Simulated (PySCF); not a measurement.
# C3H6ClFSi: the cost of one run

Programs: PySCF 2.14.0, with density-fitted response routines of our own. Each step states its level of theory. These are calculated values for one molecule in the gas phase, unless marked as measured. Atoms count from 0, in the outputs and in this text.

## Step 1: The starting structure

12 atoms, charge 0, multiplicity 1; geometry from: GFN2-xTB. The atoms were then displaced at random by about 0.01 Å, so the start is not that level's minimum.

Bonds of the start (Å): F0–Si1 1.63, Si1–C2 1.89, C2–C3 1.53, C3–C4 1.30, C4–Cl5 1.73, Si1–H6 1.45, Si1–H7 1.44, C2–H8 1.10, C2–H9 1.10, C3–H10 1.09, C4–H11 1.08.

## Step 2: Geometry optimisation at PBE0-D3(BJ)/def2-SVP

What the job is given:

```
{"job": {"xc": "PBE0", "basis": "def2-SVP", "d3": "d3bj", "grid": 1, "shake": 0.01, "kind": "geom"}, "charge": 0, "multiplicity": 1}
F     -1.888080    -1.748800    -0.232660
Si    -1.689980    -0.137350    -0.381080
C     -0.265800     0.312880     0.784240
C      1.033120    -0.384250     0.384740
C      1.927560     0.096440    -0.426170
Cl     1.830270     1.690110    -1.104610
H     -1.339320     0.071830    -1.776210
H     -2.919070     0.469430     0.061230
H     -0.088680     1.397920     0.790690
H     -0.510670     0.031540     1.823290
H      1.124360    -1.397060     0.764290
H      2.825970    -0.430960    -0.696790
```

On the command line:

```sh
$ OMP_NUM_THREADS=1 python probes_run.py task.json out
```

One launch serves the whole session: the jobs run in the order shown.

**Question.** How long does this first job take on 1 thread of AMD EPYC 7R43, shared host, and how much memory does it need?

About 41 s, with a peak of 0.52 GiB.
